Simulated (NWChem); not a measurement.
**SiSe (SMILES [Si][Se]): levels of theory compared**

Aim: a comparison of 5 runs (HF/3-21G, HF/aug-cc-pVTZ, CAM-B3LYP/STO-3G, PBE0/def2-SVP, TPSSh/6-31G**) of SiSe. 

Program for the calculation: NWChem 7.3.0.

**1. The structure to begin with**

The species is SiSe (2 atoms), meant as a singlet with charge 0. SMILES: `[Si][Se]`. The coordinates come from a PBE0-D4/def2-TZVP relaxation.

Bond lengths: Si1–Se2 2.062 Å.

**2. Energy and gradient at HF/3-21G (run 1)**

Contents of sesi.xyz:

```xyz
2
SiSe
Si     0.000000     0.000000     0.031440
Se     0.000000     0.000000     2.093090
```

Contents of sesi.nw:

```
echo
start sesi
title "SiSe"
memory total 2200 mb
charge 0
geometry noautosym nocenter noautoz
  load format xyz sesi.xyz
end
basis spherical bse
  * library 3-21G
end
scf
  thresh 1e-08
  maxiter 80
end
task scf gradient
```

The run is started by

```sh
$ nwchem sesi.nw > sesi.out
```

Output:

```text
[...]
  functions       =    35
[...]
  wavefunction    = RHF
[...]
         Total SCF energy =  -2675.886279872700
      One-electron energy =  -3974.392888234142
      Two-electron energy =   1176.328561397186
 Nuclear repulsion energy =    122.178046964255
        Time for solution =      0.9s
[...]
                         RHF ENERGY GRADIENTS
    atom               coordinates                        gradient
                 x          y          z           x          y          z
   1 Si      0.000000   0.000000   0.059413    0.000000   0.000000   0.028957
   2 Se      0.000000   0.000000   3.955367   -0.000000  -0.000000  -0.028957
[...]
```

Run time: 1.9 s. Hardware: 1 thread of Intel Xeon Gold 6455B (Sapphire Rapids), shared host; peak memory 0.1 GiB.

**3. Energy and forces at HF/aug-cc-pVTZ (run 2)**

Contents of run.py:

```python
from ase import Atoms
from ase.calculators.nwchem import NWChem

mol = Atoms(['Si', 'Se'], positions=[
    [0.000000, 0.000000, 0.031440],
    [-0.000000, -0.000000, 2.093090],
])

calc = NWChem(
    label='input',
    theory='scf',
    memory='2200 mb',
    basis='aug-cc-pVTZ',
    basispar='spherical bse',
    scf={'nopen': '0', 'rhf': None, 'thresh': '1e-08', 'maxiter': '80'},
)
mol.calc = calc

forces = mol.get_forces()
print("Total energy (eV):", round(mol.get_potential_energy(), 6))
print("forces (eV/A):")
for s, f in zip(mol.symbols, forces):
    print(f"{s:2s} {f[0]:10.5f} {f[1]:10.5f} {f[2]:10.5f}")
print("dipole (e A):", mol.get_dipole_moment().round(4))
```

The run is started by

```sh
$ export ASE_NWCHEM_COMMAND="nwchem PREFIX.nwi > PREFIX.nwo"
$ python run.py
```

Output:

```text
Total energy (eV): -73167.271476
forces (eV/A):
Si    0.00000    0.00000    0.37929
Se   -0.00000   -0.00000   -0.37929
dipole (e A): [-0.     -0.     -0.4208]
```

The calculator wrote input.nwi:

```
title "input"

permanent_dir input

scratch_dir input

start input

geometry units angstrom nocenter noautosym noautoz
  Si 0.0000000000000000e+00 0.0000000000000000e+00 3.1440000000000003e-02
  Se -0.0000000000000000e+00 -0.0000000000000000e+00 2.0930900000000001e+00
end

memory 2200 mb

basis spherical bse noprint
   * library aug-cc-pVTZ
end

scf
  nopen 0
  rhf
  thresh 1e-08
  maxiter 80
end

task scf gradient
```

input.nwo:

```text
Northwest Computational Chemistry Package (NWChem) 7.3.0
             --------------------------------------------------------

           Job information
           ---------------

    nwchem branch   = 7.3.0
    use scalapack   = T
    input           = input.nwi
    prefix          = input.
    data base       = input/input.db
    status          = startup
    nproc           =        1

           Memory information
           ------------------

[... 5 lines left out ...]
    hardfail = no
[... 100 lines left out ...]
         Quadratically convergent ROHF
[... 14 lines left out ...]
       Final RHF  results
[... 4 lines left out ...]
      Two-electron energy =   1178.290753954546
[... 43 lines left out ...]
                       ROHF Final Molecular Orbital Analysis
[... 349 lines left out ...]
                 ----------------------------------------
                 |  Time  |  1-e(secs)   |  2-e(secs)   |
                 ----------------------------------------
                 |  CPU   |       0.01   |     105.45   |
                 ----------------------------------------
                 |  WALL  |       0.01   |     105.45   |
                 ----------------------------------------

 Task  times  cpu:      332.6s     wall:      332.6s
 Total times  cpu:      332.6s     wall:      332.6s
```

Wall time 5.6 min (1 thread of Intel Xeon Gold 6455B (Sapphire Rapids), shared host); peak memory 0.13 GiB.

Run 3 isn't shown in full; the table further down has it.

**4. Energy and gradient at PBE0/def2-SVP (run 4)**

Contents of run.xyz:

```xyz
2
SeSi
Si     0.000000     0.000000     0.031440
Se     0.000000     0.000000     2.093090
```

Contents of run.py:

```python
from ase.io import read
from ase.calculators.nwchem import NWChem

molecule = read('run.xyz')

calc = NWChem(
    label='run',
    theory='dft',
    memory='2200 mb',
    basis='def2-SVP',
    basispar='spherical bse',
    dft={'xc': 'pbe0', 'mult': '1', 'grid': 'xfine', 'convergence': 'energy 1e-08', 'iterations': '100', 'mulliken': None},
)
molecule.calc = calc

forces = molecule.get_forces()
print("Total energy (eV):", round(molecule.get_potential_energy(), 6))
print("forces (eV/A):")
for s, f in zip(molecule.symbols, forces):
    print(f"{s:2s} {f[0]:10.5f} {f[1]:10.5f} {f[2]:10.5f}")
print("dipole (e A):", molecule.get_dipole_moment().round(4))
```

The run is started by

```sh
$ export ASE_NWCHEM_COMMAND="nwchem PREFIX.nwi > PREFIX.nwo"
$ python run.py
```

Output:

```text
Total energy (eV): -73205.842163
forces (eV/A):
Si   -0.00000   -0.00000   -0.16681
Se    0.00000    0.00000    0.16681
dipole (e A): [-0.    -0.    -0.251]
```

The calculator wrote run.nwi:

```
title "run"

permanent_dir run

scratch_dir run

start run

geometry units angstrom nocenter noautosym noautoz
  Si 0.0000000000000000e+00 0.0000000000000000e+00 3.1440000000000003e-02
  Se 0.0000000000000000e+00 0.0000000000000000e+00 2.0930900000000001e+00
end

memory 2200 mb

basis spherical bse noprint
   * library def2-SVP
end

dft
  xc pbe0
  mult 1
  grid xfine
  convergence energy 1e-08
  iterations 100
  mulliken
end

task dft gradient
```

run.nwo:

```text
Northwest Computational Chemistry Package (NWChem) 7.3.0
             --------------------------------------------------------

           Job information
           ---------------

    nwchem branch   = 7.3.0
    use scalapack   = T
    input           = run.nwi
    prefix          = run.
    data base       = run/run.db
    status          = startup
    nproc           =        1

           Memory information
           ------------------

[... 5 lines left out ...]
    hardfail = no
[... 71 lines left out ...]
  convergence criterion.
[... 40 lines left out ...]
          Spatial weights used:  Erf1
[... 32 lines left out ...]
 1-e energy   =   -3987.214980
[... 47 lines left out ...]
           Coulomb energy =     1283.432828861487
[... 411 lines left out ...]
          Convergence on density requested:  1.00D-05
[... 26 lines left out ...]
          total energy or number of iterations.
[... 33 lines left out ...]
                 ----------------------------------------
                 |  Time  |  1-e(secs)   |  2-e(secs)   |
                 ----------------------------------------
                 |  CPU   |       0.00   |       1.02   |
                 ----------------------------------------
                 |  WALL  |       0.00   |       1.02   |
                 ----------------------------------------

 Task  times  cpu:        6.4s     wall:        6.4s
 Total times  cpu:        6.4s     wall:        6.4s
```

Run time: 7.5 s. Hardware: 1 thread of Intel Xeon Gold 6455B (Sapphire Rapids), shared host; peak memory 0.12 GiB.

**5. Energy and forces at TPSSh/6-31G(d,p) (spherical functions) (run 5)**

Contents of sesi.nw:

```
START sesi
memory 2200 mb
GEOMETRY units angstrom noautosym nocenter noautoz
 Si       0.000000       0.000000       0.031440
 Se       0.000000       0.000000       2.093090
END
BASIS spherical bse
 * library 6-31G**
END
DFT
 xc xctpssh
 grid xfine
 convergence energy 1e-08
 iterations 100
 mulliken
END
TASK dft gradient
```

The run is started by

```sh
$ nwchem sesi.nw > sesi.out
```

Output:

```text
[...]
          Wavefunction type:  closed shell.
          No. of atoms     :     2
          No. of electrons :    48
[...]
          Charge           :     0
          Spin multiplicity:     1
[...]
          AO basis - number of functions:    50
[...]
              XC Information
              --------------
                  TPSS hybrid Method XC Functional
                     Hartree-Fock (Exact) Exchange  0.100
                  TPSS metaGGA Exchange Functional  0.900
             TPSS03 metaGGA Correlation Functional  1.000
[...]
 d= 0,ls=0.0,diis     1  -2690.6283584439 -2.81D+03  4.13D-02  3.17D-01     1.1
[...]
 d= 0,ls=0.0,diis    10  -2690.6865899624 -4.51D-10  2.45D-07  1.75D-10     7.1
         Total DFT energy =    -2690.686589962395
      One electron energy =    -3987.574738827910
           Coulomb energy =     1282.653729691355
    Exchange-Corr. energy =     -107.943627790095
 Nuclear repulsion energy =      122.178046964255
[...]
      Total Density - Mulliken Population Analysis
     ---------------------------------------------
    Atom       Charge   Shell Charges
 -----------   ------   -------------------------------------------------------
    1 Si  14    13.76   2.00  2.00  5.96  1.25  1.37  0.68  0.43  0.07
    2 Se  34    34.24   2.00  2.00  6.00  2.00  5.99  1.59  3.18  0.35  1.11  6.91  2.93  0.20
[...]
  wavefunction    = closed shell
                         DFT ENERGY GRADIENTS
    atom               coordinates                        gradient
                 x          y          z           x          y          z
   1 Si      0.000000   0.000000   0.059413   -0.000000   0.000000   0.007959
   2 Se      0.000000   0.000000   3.955367    0.000000  -0.000000  -0.007959
[...]
```

Wall time 11 s (1 thread of Intel Xeon Gold 6455B (Sapphire Rapids), shared host); peak memory 0.12 GiB.

**6. Overview of the runs**

```csv
run,level,iteration cap,module,energy (Eh),dipole moment (D),HOMO energy (eV),LUMO energy (eV),wall time
1,HF/3-21G,80,scf,-2675.886280,2.02,-10.02,0.38,1.9 s
2,HF/aug-cc-pVTZ,80,scf,-2688.847654,2.02,-9.97,0.28,5.6 min
3,CAM-B3LYP/STO-3G,100,dft,-2661.033302,–,–,–,2.5 s
4,PBE0/def2-SVP,100,dft,-2690.265101,1.21,-7.79,-2.38,7.5 s
5,TPSSh/6-31G** (spherical functions),100,dft,-2690.686590,1.28,-7.28,-2.88,11 s
```

**7. Outcome**

```
                       quantity           value
            run 5: total energy  -2690.68659 Eh
           run 5: dipole moment          1.28 D
             run 5: HOMO energy        -7.28 eV
             run 5: LUMO energy        -2.88 eV
           run 5: HOMO–LUMO gap         4.40 eV
run 5: largest force on an atom      0.409 eV/Å
```

**Reading.** Over runs 1, 2, 4, 5 the dipole moment (its size) runs from 1.21 D (PBE0/def2-SVP) to 2.02 D (HF/aug-cc-pVTZ). The two ends differ in method and basis. Over runs 1, 2, 4, 5 the HOMO–LUMO gap runs from 4.40 eV (TPSSh/6-31G**) to 10.40 eV (HF/3-21G). Totals of different functionals can't be ranked against each other. In run 3 the basis is minimal, so the values are rough. All runs together took 5.9 min, the longest 5.6 min.
